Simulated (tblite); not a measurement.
# C5H11F2GaS: the cost of one run

Computed with tblite 0.8.0 and PySCF 2.14.0, with density-fitted response routines of our own, on a single molecule in the gas phase. Atoms are numbered from 0 throughout.

## Step 1: The molecule as given

20 atoms, charge 0, multiplicity 1; geometry from: force field or distance geometry start.

Bonds of the start (Å): C0–C1 1.34, C1–C2 1.50, C1–Ga3 1.96, Ga3–S4 2.24, S4–C5 1.80, C5–F6 1.37, S4–C7 1.80, C7–F8 1.39, C0–H9 1.07, C0–H10 1.10, C2–H11 1.10, C2–H12 1.13, C2–H13 1.10, Ga3–H14 1.63, Ga3–H15 1.60, C5–H16 1.11, C5–H17 1.10, C7–H18 1.11, C7–H19 1.12.

## Step 2: Geometry optimisation with GFN2-xTB

What the job is given:

```
{"job": {"kind": "relax", "xc": "GFN2-xTB", "basis": "xTB"}, "charge": 0, "multiplicity": 1}
C      2.561400    -1.258800    -0.283900
C      1.992600    -0.046700    -0.193100
C      2.761200     1.062600     0.462800
Ga     0.185600     0.221600    -0.901800
S     -1.371100     0.243400     0.710400
C     -2.110500    -1.390600     0.826900
F     -2.680700    -1.730300    -0.376200
C     -2.703900     1.259100     0.066600
F     -3.151200     0.643900    -1.091300
H      3.533200    -1.503500     0.078400
H      1.943300    -2.033400    -0.766800
H      2.943700     1.892000    -0.229600
H      2.227400     1.450100     1.376100
H      3.742700     0.678700     0.788500
H     -0.175100    -1.057700    -1.837600
H      0.083200     1.497600    -1.854200
H     -1.242800    -2.060800     0.988400
H     -2.812000    -1.472300     1.664600
H     -3.518500     1.399800     0.802900
H     -2.213800     2.216000    -0.234100
```

Launch:

```console
> OMP_NUM_THREADS=1 python probes_run.py task.json out
```

This one command runs all jobs of the session in turn.

Q: Estimate the wall time and peak memory of this first job on 1 thread of Arm Neoverse V1, shared host.

About 1.3 s, with a peak of 0.18 GiB.
